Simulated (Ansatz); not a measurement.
AlFH₅NOSi₂, SMILES [NH2][Al]([F])[SiH]1O[SiH2]1, a single point from an input written key by key

Computed with Ansatz 0.2.0, Python API.

The script reads `input.yaml`:
```yaml
crystal:
  periodic: [false, false, false]
  atoms:
    - { symbol: "N", position_ang: [-0.4763, -2.4185, 0.898] }
    - { symbol: Al, position_ang: [0.6147, -0.9134, 1.3331] }
    - { symbol: F, position_ang: [2.0023, -1.1672, 2.4013] }
    - { symbol: Si, position_ang: [0.2597, 1.2371, 0.4338] }
    - { symbol: O, position_ang: [-1.1236, 1.1133, -0.6891] }
    - { symbol: Si, position_ang: [0.1731, 1.3594, -1.7783] }
    - { symbol: H, position_ang: [-1.4638, -2.0961, 1.1765] }
    - { symbol: H, position_ang: [-0.4864, -2.4278, -0.1625] }
    - { symbol: H, position_ang: [0.0542, 2.4756, 1.2703] }
    - { symbol: H, position_ang: [0.0973, 2.6805, -2.3636] }
    - { symbol: H, position_ang: [0.4141, 0.1001, -2.4989] }
basis:
  gaussian: { orbitals: def2-SVP, nuclear_model: point }
hamiltonian:
  xc: hf
output:
  forces: true
```

At the Python prompt:
```pycon
>>> import ansatz as az
>>> import numpy as np
>>> import pandas as pd
>>> session = az.Session.from_deck("input.yaml")
>>> report = session.plan(threads=1).execute().report

>>> print("reference energy %16.6f eV" % report["reference_energy_ev"])
reference energy    -28601.412470 eV
>>> print("total energy     %16.6f eV" % report["free_energy_ev"])
total energy        -28601.412470 eV
>>> print("occupied orbitals outside the frozen core (up, down):", report["n_occupied"], " frozen:", report["n_frozen"], " virtual:", report["n_virtual"])
occupied orbitals outside the frozen core (up, down): [35, 35]  frozen: 0  virtual: [86, 86]
>>> symbols = ["N", "Al", "F", "Si", "O", "Si", "H", "H", "H", "H", "H"]
>>> field = report["mean_field"]
>>> print("<S^2> =", round(abs(field["state"]["spin_squared"]), 4), " all-electron relativity setting:", field["relativity"])
<S^2> = 0.0  all-electron relativity setting: none
>>> print("passes:", field["passes"])
passes: {'evaluations': 12, 'products': 26}
>>> if "symmetry" in field:
...     print("occupied orbitals by irrep:", field["symmetry"]["occupied"])
...
occupied orbitals by irrep: [{'A': 35}, {'A': 35}]
>>> forces = np.array(report["forces_ev_ang"])
>>> print("largest force", round(float(np.linalg.norm(forces, axis=1).max()), 4), "eV/A, rms", round(float(np.sqrt((forces ** 2).mean())), 4))
largest force 3.5591 eV/A, rms 1.2621
>>> charges = report["charge_distribution"]
>>> table = pd.DataFrame({"atom": symbols, "mulliken": charges["mulliken_charges_e"], "lowdin": charges["lowdin_charges_e"]})
>>> table.round(3)
   atom  mulliken  lowdin
0     N    -0.599  -0.133
1    Al     1.123   0.337
2     F    -0.563  -0.226
3    Si     0.179   0.146
4     O    -0.773  -0.268
5    Si     0.650   0.329
6     H     0.146   0.035
7     H     0.140   0.022
8     H    -0.081  -0.072
9     H    -0.099  -0.081
10    H    -0.122  -0.088
>>> print("dipole (e A):", np.round(charges["dipole_moment_e_ang"], 4) + 0.0)
dipole (e A): [-0.0063  0.4115 -0.5306]
```

Caveats:
- These settings explore the input space; basis and method may be short of convergence.
- The geometry is a force-field or estimated start, not a minimum of this method, and the basis set is short of its limit.
- The Löwdin charges here are taken after orthogonalising the functions within each atom; they differ from plain Löwdin charges, and their signs can be unphysical.
- Run time: 2 s on 1 thread of Intel(R) Xeon(R) 6975P-C (Granite Rapids), with other jobs on the host, peak memory 0.34 GiB.

(Lines on the test bed's own set-up are left out of the output.)
